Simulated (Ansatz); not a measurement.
# Ni5Pt: further runs on a relaxed guess

This session takes a relaxed cell of Ni5Pt and sets out to repeat the electronic structure at other levels of theory.

Program: Ansatz 0.2.0. Level of theory: DFT PBE, scalar-relativistic, plane waves, PAW, unless a step names another level. These are calculated values, not measurements.

1 further run of the same task is left out (it didn't finish). Runs told in other sessions of the task aren't counted.

### 1 The structure to begin with

The structure is orthorhombic, space group Pmmm (No. 47). Conventional cell: a = 2.602 Å, b = 3.538 Å, c = 7.702 Å, α = 90.00°, β = 90.00°, γ = 90.00°. Ni (site symmetry mm2) has 11 Ni at 2.44 to 2.60 Å and 1 Pt at 2.63 Å in its first shell of neighbours. Ni (site symmetry mmm) is surrounded by 12 Ni at 2.45 to 2.60 Å. Around Ni (site symmetry mm2) lie 8 Ni at 2.45 to 2.80 Å and 4 Pt at 2.60 Å. Pt (site symmetry mmm) has 2 Pt at 2.60 Å and 10 Ni at 2.60 to 2.63 Å in its first shell of neighbours.

Structure file:

```
CELL_PARAMETERS angstrom
2.60223 0.00000 0.00000
0.00000 3.53795 0.00000
0.00000 0.00000 7.70188
ATOMIC_POSITIONS crystal
Ni 0.00000 0.00000 0.34144
Ni 0.50000 0.50000 0.50000
Ni 0.00000 0.00000 0.65856
Ni 0.50000 0.50000 0.81832
Ni 0.50000 0.50000 0.18168
Pt 0.00000 0.00000 0.00000
```

The cell was relaxed beforehand at this level, from a generated guess; it needn't be the stable form of this composition. At a tolerance of 0.05 Å it has space group Pmmm (No. 47); it has 11.82 Å³/atom, an uncorrected energy of -0.02 eV/atom over the elements and, on its mesh, gap none (metal).

### 2 The same geometry with PBEsol

input.yaml reads:

```yaml
crystal:
  lattice:
    - [2.60223339, 0.0, 0.0]
    - [0.0, 3.5379473391, 0.0]
    - [0.0, 0.0, 7.7018812939]
  atoms:
    - { symbol: Ni, position: [0.0, 0.0, 0.3414412451], spin: 0.8 }
    - { symbol: Ni, position: [0.5, 0.5, 0.5], spin: 0.81 }
    - { symbol: Ni, position: [0.0, 0.0, 0.6585587549], spin: 0.8 }
    - { symbol: Ni, position: [0.5, 0.5, 0.8183186168], spin: 0.76 }
    - { symbol: Ni, position: [0.5, 0.5, 0.1816813832], spin: 0.76 }
    - { symbol: Pt, position: [0.0, 0.0, 0.0], spin: 0.34 }
basis:
  ecutwfc: 420
kpoints:
  mp_grid: { grid: [14, 10, 6] }
  band_path:
    path:
      - [[0.0, 0.0, 0.0], [0.5, 0.0, 0.0], [0.5, 0.5, 0.0], [0.0, 0.5, 0.0], [0.0, 0.0, 0.0], [0.0, 0.0, 0.5], [0.5, 0.0, 0.5], [0.5, 0.5, 0.5], [0.0, 0.5, 0.5], [0.0, 0.0, 0.5]]
      - [[0.5, 0.0, 0.0], [0.5, 0.0, 0.5]]
      - [[0.0, 0.5, 0.0], [0.0, 0.5, 0.5]]
      - [[0.5, 0.5, 0.0], [0.5, 0.5, 0.5]]
    npoints: 14
hamiltonian:
  xc: pbesol
scf:
  occupations: { method: gaussian, width: 0.1 }
  n_extra_bands: 15
output:
  forces: true
  stress: true
  eigenvalues: true
  populations: true
  dos: { projected: true, de: 0.02, nscf_kmesh: { grid: [17, 12, 8] } }
  bader: true
magnetization:
  spin_polarized: true
```

The run is started by

```
$ ansatz run input.yaml --threads 4 --pin off --max-ram 8192MiB --backend cpu --events-out ev --progress --plain --runs-dir out
```

**Question.** What will these runs give? Wanted: gap; states at the Fermi level; Bader charges.

As calculated:

```
                          quantity                          value
                      gap (PBEsol)                   none (metal)
states at the Fermi level (PBEsol)          10.75 per eV per cell
            Bader charges (PBEsol)  Ni +0.01 to +0.17, Pt -0.45 e
```

**Reading.** All levels find a metal. At this fixed cell PBEsol gives -9.7 GPa, so it would relax to a smaller volume. Spin-orbit coupling is left out, which matters for the bands of Pt. Other magnetic orders were not searched.
